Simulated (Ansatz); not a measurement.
# BrH₄InO₂ (built from SMILES [H][H].[OH][In]([OH])[Br]): search for a transition state

Wanted: the transition state of a four-centre ligand exchange (form In1–H6, Br2–H5 and break In1–Br2, H5–H6). The guess is relaxed with those distances held, a saddle search follows, and vibrations and two downhill relaxations check it.

Program: Ansatz 0.2.0, Gaussian basis. Level of theory: PBE0-D4, def2-SVP first, then def2-TZVP. These are calculated values, not measurements.

### Step 1. The system as given

The guess: 8 atoms, charge 0, spin multiplicity 1.

Atoms are counted from 1 here; the program's logs count them from 0.

Bond lengths: In1–Br2 3.062 Å, In1–O3 2.428 Å, O3–H6 1.001 Å, O3–H7 0.962 Å, O4–H5 1.031 Å, O4–H8 0.963 Å. Angles: Br2–In1–O3 66.6°, In1–O3–H6 69.9°, In1–O3–H7 178.0°, H6–O3–H7 108.8°, H5–O4–H8 107.4°.

Geometry (Å):

```csv
atom,x (Å),y (Å),z (Å)
In1,0.1260,1.5214,1.3616
Br2,2.1013,-0.3330,-0.0652
O3,-0.5132,1.0096,-0.9240
O4,-0.6075,-0.8820,0.7841
H5,0.1246,-0.5201,0.1544
H6,-0.1229,0.1991,-0.4857
H7,-0.7369,0.7930,-1.8345
H8,-0.3713,-1.7880,1.0094
```

Distances that are to change: In1–H6 2.29 Å, Br2–H5 2.00 Å, In1–Br2 3.06 Å, H5–H6 0.99 Å.

### Step 2. Constrained relaxation of the guess

hold/in.yaml

```yaml
crystal:
  periodic: [false, false, false]
  atoms:
    - {symbol: In, position_ang: [0.126000, 1.521400, 1.361600]}
    - {symbol: Br, position_ang: [2.101300, -0.333000, -0.065200]}
    - {symbol: O, position_ang: [-0.513200, 1.009600, -0.924000]}
    - {symbol: O, position_ang: [-0.607500, -0.882000, 0.784100]}
    - {symbol: H, position_ang: [0.124600, -0.520100, 0.154400]}
    - {symbol: H, position_ang: [-0.122900, 0.199100, -0.485700]}
    - {symbol: H, position_ang: [-0.736900, 0.793000, -1.834500]}
    - {symbol: H, position_ang: [-0.371300, -1.788000, 1.009400]}
basis:
  gaussian: {orbitals: def2-SVP}
hamiltonian: {xc: pbe0, dispersion: d4}
relax: {f_tol: 0.04, max_steps: 150, escape_saddle: false, constraints: [{distance: [0, 5]}, {distance: [1, 4]}, {distance: [0, 1]}, {distance: [4, 5]}]}
```

Command:

```
> ansatz run in.yaml --threads 8 --pin off --events-out ev --progress --plain --max-ram 19148MiB
```

What it wrote, shortened:

```text
Functional definition: PBE0
  name "PBE0"
  cite "Adamo & Barone, J. Chem. Phys. 110, 6158 (1999) doi:10.1063/1.478522"
  cite "Perdew, Burke & Ernzerhof, Phys. Rev. Lett. 77, 3865 (1996) doi:10.1103/PhysRevLett.77.3865"
  parent pbe
[...]
1196 factors; integrals over basis functions are off by at most 2.7e-4 eV
[...]
mean field -79355.89793834 eV, -2916.2754598743 hartree, gradient 5.6e-5 eV, S^2 0.000000; 0 other end points of the search recorded, 0 dependent functions left out
[...]
reference -79355.89796683 eV, -2916.2754609216 hartree; 38, 38 occupied and 68, 68 virtual orbitals, 1196 factors
relax step   1: F+E_penalty+E_count = -79356.05930656 eV  Δ(F+E_penalty+E_count) = +0.000e0 eV  max|allowed force component| = 8.674e-1 eV/Å  Δτ_max = 0.0000 Å  (25 SCF iters, accepted)
[...]
relax step   3: F+E_penalty+E_count = -79356.20929788 eV  Δ(F+E_penalty+E_count) = -7.102e-2 eV  max|allowed force component| = 8.280e-1 eV/Å  Δτ_max = 0.1306 Å  (29 SCF iters, accepted)
[...]
relax step   5: F+E_penalty+E_count = -79356.40094387 eV  Δ(F+E_penalty+E_count) = -9.126e-2 eV  max|allowed force component| = 6.410e-1 eV/Å  Δτ_max = 0.2000 Å  (28 SCF iters, accepted)
[...]
relax step   7: F+E_penalty+E_count = -79356.44812032 eV  Δ(F+E_penalty+E_count) = -3.939e-3 eV  max|allowed force component| = 1.278e-1 eV/Å  Δτ_max = 0.0655 Å  (28 SCF iters, accepted)
[...]
relax step   9: F+E_penalty+E_count = -79356.45067842 eV  Δ(F+E_penalty+E_count) = -3.433e-4 eV  max|allowed force component| = 1.435e-2 eV/Å  Δτ_max = 0.0134 Å  (30 SCF iters, accepted)
  distance In 0 - H 5 held at 2.285377 Å   reaction = -9.6013e-1 eV/Å
  distance Br 1 - H 4 held at 1.997642 Å   reaction = -8.7893e-1 eV/Å
  distance In 0 - Br 1 held at 3.062086 Å   reaction = +4.2018e-1 eV/Å
  distance H 4 - H 5 held at 0.994099 Å   reaction = -4.5844e0 eV/Å
1196 factors; integrals over basis functions are off by at most 5.3e-4 eV
mean field -79356.28680165 eV, -2916.2897503375 hartree, gradient 1.1e-5 eV, S^2 0.000000; 1 other end points of the search recorded, 0 dependent functions left out
[...]
reference -79356.28682918 eV, -2916.2897513491 hartree; 38, 38 occupied and 68, 68 virtual orbitals, 1196 factors
Total energy: -79356.45070595 eV, -2916.2957737093 hartree
Atom 0 at     0.039226     1.508107     1.247737 Å, force     0.434640     0.356170     0.495955 eV/Å
Atom 1 at     1.949737    -0.283807    -0.338251 Å, force     0.583020     0.411177     0.043999 eV/Å
Atom 2 at    -0.760708     0.868434    -0.934149 Å, force    -0.001837     0.012948     0.014352 eV/Å
Atom 3 at    -0.662733    -0.937506     0.777263 Å, force     0.005880     0.004834    -0.006968 eV/Å
Atom 4 at     0.029559    -0.668927     0.055669 Å, force     1.081265    -3.541780     2.610920 eV/Å
Atom 5 at    -0.388038     0.063579    -0.470906 Å, force    -2.109689     2.762952    -3.156630 eV/Å
Atom 6 at    -0.064724     1.055839    -1.582294 Å, force     0.004462    -0.001352    -0.005695 eV/Å
Atom 7 at    -0.142219    -1.605718     1.245032 Å, force     0.002259    -0.004949     0.004068 eV/Å
Dipole moment:    -0.345367     0.284331     0.352646 e Å
```

Run time: 7 s. Hardware: 8 threads of Intel Xeon 6975P-C, shared host; peak memory 0.29 GiB.

The steps of the relaxation:

```csv
step,energy from step 1 (eV),largest force component (eV/Å)
1,0.0000,0.8674
2,-0.0790,1.5495
3,-0.1500,0.8280
4,-0.2504,1.0024
5,-0.3416,0.6410
6,-0.3849,0.3118
7,-0.3888,0.1278
8,-0.3910,0.0625
9,-0.3914,0.0144
```

Close pairs (by a distance rule), those that changed most:

```csv
bond,before (Å),after (Å),change (Å)
In1–O3,2.428,2.410,-0.018
O3–H7,0.962,0.969,+0.007
O4–H8,0.963,0.968,+0.005
O4–H5,1.031,1.035,+0.004
O3–H6,1.001,1.001,-0.000
In1–Br2,3.062,3.062,+0.000
```

### Step 3. A starting Hessian

hessian/in.yaml

```yaml
crystal:
  periodic: [false, false, false]
  atoms:
    - {symbol: In, position_ang: [0.039226, 1.508107, 1.247737]}
    - {symbol: Br, position_ang: [1.949737, -0.283807, -0.338251]}
    - {symbol: O, position_ang: [-0.760708, 0.868434, -0.934149]}
    - {symbol: O, position_ang: [-0.662733, -0.937506, 0.777263]}
    - {symbol: H, position_ang: [0.029559, -0.668927, 0.055669]}
    - {symbol: H, position_ang: [-0.388038, 0.063579, -0.470906]}
    - {symbol: H, position_ang: [-0.064724, 1.055839, -1.582294]}
    - {symbol: H, position_ang: [-0.142219, -1.605718, 1.245032]}
basis:
  gaussian: {orbitals: def2-SVP}
hamiltonian: {xc: pbe0, dispersion: d4}
phonons: {}
scf: {lower_state_search: off}
```

Command:

```
> ansatz run in.yaml --threads 8 --pin off --events-out ev --progress --plain --max-ram 19148MiB
```

What it wrote, shortened:

```text
[... 5 set-up lines as earlier in the session ...]
[...]
1198 factors; integrals over basis functions are off by at most 4.6e-4 eV
[...]
mean field -79356.28683731 eV, -2916.2897516479 hartree, gradient 7.0e-6 eV, S^2 0.000000; 0 other end points of the search recorded, 0 dependent functions left out
[...]
reference -79356.28686478 eV, -2916.2897526574 hartree; 38, 38 occupied and 68, 68 virtual orbitals, 1198 factors
[... from here to the last solve, the lines of the solves are left out (47 solves) ...]
1198 factors; integrals over basis functions are off by at most 4.6e-4 eV
mean field -79356.28677549 eV, -2916.2897493760 hartree, gradient 1.7e-6 eV, S^2 0.000000; 0 other end points of the search recorded, 0 dependent functions left out
[...]
reference -79356.28680296 eV, -2916.2897503855 hartree; 38, 38 occupied and 68, 68 virtual orbitals, 1198 factors
[...]
WARN: phonons: 2 modes above zero are rigid motions of the cell's bodies and no vibrations: the zero-point energy, free energy, entropy and heat capacity leave them out. With what each would have added to F at 1000 K, by the weight of its row in the mesh: 0.00 cm⁻¹ (-1.188 eV; rigid [...]
WARN: phonons: modes at or below zero, which the zero-point energy, F, S and C_V leave out: 2, the lowest at -1165.23 cm⁻¹. A minimum has none, and a first-order saddle one
[...]
Total energy: -79356.45074155 eV, -2916.2957750178 hartree
Atom 0 at     0.039226     1.508107     1.247737 Å, force     0.435247     0.356003     0.496193 eV/Å
Atom 1 at     1.949737    -0.283807    -0.338251 Å, force     0.583055     0.411620     0.044294 eV/Å
Atom 2 at    -0.760708     0.868434    -0.934149 Å, force    -0.002054     0.012763     0.014323 eV/Å
Atom 3 at    -0.662733    -0.937506     0.777263 Å, force     0.005849     0.004778    -0.006822 eV/Å
Atom 4 at     0.029559    -0.668927     0.055669 Å, force     1.080748    -3.541658     2.611083 eV/Å
Atom 5 at    -0.388038     0.063579    -0.470906 Å, force    -2.109586     2.762830    -3.157541 eV/Å
Atom 6 at    -0.064724     1.055839    -1.582294 Å, force     0.004469    -0.001397    -0.005646 eV/Å
Atom 7 at    -0.142219    -1.605718     1.245032 Å, force     0.002272    -0.004939     0.004117 eV/Å
Dipole moment:    -0.345366     0.284332     0.352646 e Å
Vibrations: -1165.23 -848.12 50.45 200.09 211.50 269.12 276.59 381.96 474.25 590.07 884.93 1073.30 1379.49 1972.65 2745.68 3789.39 3834.93 3856.89 cm⁻¹, zero-point energy 1.363287 eV
Checks for a lower state left out: stability, starts, cluster_reference, orbital_swaps, neighbouring_geometries, increment
```

Wall time 23 s (8 threads of Intel Xeon 6975P-C, shared host); peak memory 0.27 GiB.

The structure is not stationary yet, so these wavenumbers are no spectrum; the search needs only the force constants.

### Step 4. Saddle search in the small basis

A small driver takes partitioned rational-function steps: uphill along one mode, downhill along the rest. It calls the program once a step for energy and forces and updates the Hessian by Bofill's formula. It stops when the largest force is under 0.04 eV/Å and the followed curvature is negative. The first step's input:

presaddle/in.yaml

```yaml
crystal:
  periodic: [false, false, false]
  atoms:
    - {symbol: In, position_ang: [0.039226, 1.508107, 1.247737]}
    - {symbol: Br, position_ang: [1.949737, -0.283807, -0.338251]}
    - {symbol: O, position_ang: [-0.760708, 0.868434, -0.934149]}
    - {symbol: O, position_ang: [-0.662733, -0.937506, 0.777263]}
    - {symbol: H, position_ang: [0.029559, -0.668927, 0.055669]}
    - {symbol: H, position_ang: [-0.388038, 0.063579, -0.470906]}
    - {symbol: H, position_ang: [-0.064724, 1.055839, -1.582294]}
    - {symbol: H, position_ang: [-0.142219, -1.605718, 1.245032]}
basis:
  gaussian: {orbitals: def2-SVP}
hamiltonian: {xc: pbe0, dispersion: d4}
output: {forces: true}
scf: {lower_state_search: off}
```

Command:

```
> ansatz run in.yaml --threads 8 --pin off --events-out ev --progress --plain --max-ram 19148MiB
```

Step by step:

```csv
step,energy (eV),largest force (eV/Å),followed curvature (eV/Å²)
1,-79356.45073,3.5417,0.21
2,-79356.60175,2.8464,-0.06
3,-79356.81187,2.1432,-0.43
4,-79357.23426,1.5699,-3.06
5,-79357.25635,1.9517,-2.71
6,-79357.27962,2.0553,-3.03
7,-79357.33499,0.9974,-1.74
8,-79357.29979,1.0404,-1.55
9,-79357.33186,0.9672,-1.53
10,-79357.36978,1.0500,-1.50
11,-79357.43939,1.0350,-1.29
14,-79357.62936,1.0936,-1.52
17,-79357.64018,0.5800,-4.16
20,-79357.66015,0.4460,-3.12
23,-79357.68751,0.2785,-2.73
26,-79357.71074,0.8323,-1.46
29,-79357.70725,0.5091,-2.06
32,-79357.69675,0.3835,-1.05
35,-79357.70072,0.3464,-0.22
38,-79357.69564,0.3825,-0.10
41,-79357.70516,0.4081,-0.09
44,-79357.74610,0.8701,-0.15
47,-79357.81152,1.2346,-2.47
50,-79357.86888,0.6836,-2.54
53,-79357.92112,0.4507,-2.22
54,-79357.90585,0.5003,-0.67
55,-79357.90196,0.5758,-0.16
56,-79357.90546,0.4813,-0.02
57,-79357.90317,0.6094,-0.24
58,-79357.91862,0.5356,-0.17
59,-79357.93569,0.3158,-0.20
60,-79357.91345,0.4580,-1.66
```

The 60 steps took 30 s in all (8 threads of Intel Xeon 6975P-C, shared host).

### Step 5. Outcome

| quantity | value |
| --- | --- |
| search | not converged after 60 steps |
| last largest force | 0.458 eV/Å |
| last followed curvature | -1.66 eV/Å² |

**Reading.** No saddle point was found from this guess, so no barrier can be given. The curvature is negative, but the forces are still above the tolerance.
